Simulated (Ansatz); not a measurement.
# CH2F2Si: functionals against CCSD(T) at one geometry

The atoms stand at a structure displaced at random from a GFN2-xTB minimum. How far do the functionals agree with CCSD(T) there?

The runs use Ansatz 0.2.0, Gaussian basis; single points in def2-TZVPP.

Correlated methods freeze the cores. B3LYP uses VWN-RPA correlation.

## (1) The starting structure

SMILES `C=[Si](F)F`, 6 atoms, charge 0, spin multiplicity 1.

Atoms are counted from 1 here; the program's logs count them from 0.

Bond lengths: C1–Si2 1.776 Å, C1–H5 1.048 Å, C1–H6 0.987 Å, Si2–F3 1.580 Å, Si2–F4 1.653 Å. Angles: Si2–C1–H5 114.1°, Si2–C1–H6 119.5°, H5–C1–H6 126.3°, C1–Si2–F3 130.2°, C1–Si2–F4 130.9°, F3–Si2–F4 98.9°.

As a file:

```xyz
6
CH2F2Si
C    -0.3498    1.0110   -0.0706
Si    0.2261   -0.6667    0.0263
F     1.2193   -1.3459    1.0509
F    -0.1214   -1.9855   -0.9069
H    -0.0221    1.6212    0.7157
H    -0.9715    1.2702   -0.7917
```

## (2) CCSD(T)/def2-TZVPP

Input file run/in.yaml:

```yaml
crystal:
  periodic: [false, false, false]
  atoms:
    - {symbol: C, position_ang: [-0.349800, 1.011000, -0.070600]}
    - {symbol: Si, position_ang: [0.226100, -0.666700, 0.026300]}
    - {symbol: F, position_ang: [1.219300, -1.345900, 1.050900]}
    - {symbol: F, position_ang: [-0.121400, -1.985500, -0.906900]}
    - {symbol: H, position_ang: [-0.022100, 1.621200, 0.715700]}
    - {symbol: H, position_ang: [-0.971500, 1.270200, -0.791700]}
basis:
  gaussian: {orbitals: def2-TZVPP}
correlation: {method: ccsd_t}
output: {forces: true}
```

The command line of these runs was not kept.

## (3) PBE0-D4/def2-TZVPP

run/in.yaml, as its differences from that of step 2:

```diff
@@ -11,3 +11,3 @@
   gaussian: {orbitals: def2-TZVPP}
-correlation: {method: ccsd_t}
-output: {forces: true}
+hamiltonian: {xc: pbe0, dispersion: d4}
+output: {forces: true, orbitals: {seedname: orbitals}}
```

## (4) wB97M-V/def2-TZVPP

run/in.yaml, as its differences from that of step 3:

```diff
@@ -11,3 +11,3 @@
   gaussian: {orbitals: def2-TZVPP}
-hamiltonian: {xc: pbe0, dispersion: d4}
-output: {forces: true, orbitals: {seedname: orbitals}}
+hamiltonian: {xc: {name: wB97M-V}}
+output: {forces: true}
```

## (5) r2SCAN-D4/def2-TZVPP

run/in.yaml, as its differences from that of step 4:

```diff
@@ -11,3 +11,3 @@
   gaussian: {orbitals: def2-TZVPP}
-hamiltonian: {xc: {name: wB97M-V}}
+hamiltonian: {xc: r2scan, dispersion: d4}
 output: {forces: true}
```

## (6) PBE-D4/def2-TZVPP

run/in.yaml, as its differences from that of step 5:

```diff
@@ -11,3 +11,3 @@
   gaussian: {orbitals: def2-TZVPP}
-hamiltonian: {xc: r2scan, dispersion: d4}
+hamiltonian: {xc: pbe, dispersion: d4}
 output: {forces: true}
```

## (7) B3LYP-D4/def2-TZVPP

run/in.yaml, as its differences from that of step 6:

```diff
@@ -11,3 +11,3 @@
   gaussian: {orbitals: def2-TZVPP}
-hamiltonian: {xc: pbe, dispersion: d4}
+hamiltonian: {xc: {name: B3LYP}, dispersion: d4}
 output: {forces: true}
```

## (8) BHLYP-D4/def2-TZVPP

run/in.yaml, as its differences from that of step 7:

```diff
@@ -11,3 +11,3 @@
   gaussian: {orbitals: def2-TZVPP}
-hamiltonian: {xc: {name: B3LYP}, dispersion: d4}
+hamiltonian: {xc: {name: BHLYP}, dispersion: d4}
 output: {forces: true}
```

(Steps that only read results are left out.)

Before running it: what results should come out? Wanted: energy less free atoms, CCSD(T)/def2-TZVPP; RMS force component; RMS force error; HOMO and LUMO, PBE0-D4; T1 diagnostic.

The runs gave:

| quantity | value |
| --- | --- |
| energy less free atoms, CCSD(T)/def2-TZVPP | -2272.7 kJ/mol |
| RMS force component | 1.923 to 2.006 eV/Å over the methods |
| RMS force error | PBE0-D4 0.113, wB97M-V 0.181, r2SCAN-D4 0.095, PBE-D4 0.306, B3LYP-D4 0.135, BHLYP-D4 0.252 eV/Å |
| HOMO and LUMO, PBE0-D4 | -6.77 and -1.26 eV |
| T1 diagnostic | 0.014 |

In words: Against CCSD(T) the functionals' energies less atoms differ by -114.9 to +47.4 kJ/mol, PBE-D4 by -114.9 kJ/mol. A larger basis would deepen the CCSD(T) value, while the functionals are nearly converged already, so the order here is not reliable. On forces the order runs from r2SCAN-D4 to PBE-D4. Frozen-core CCSD(T) forces in triple zeta carry basis errors of their own, and this is one geometry, so small gaps rank nothing.
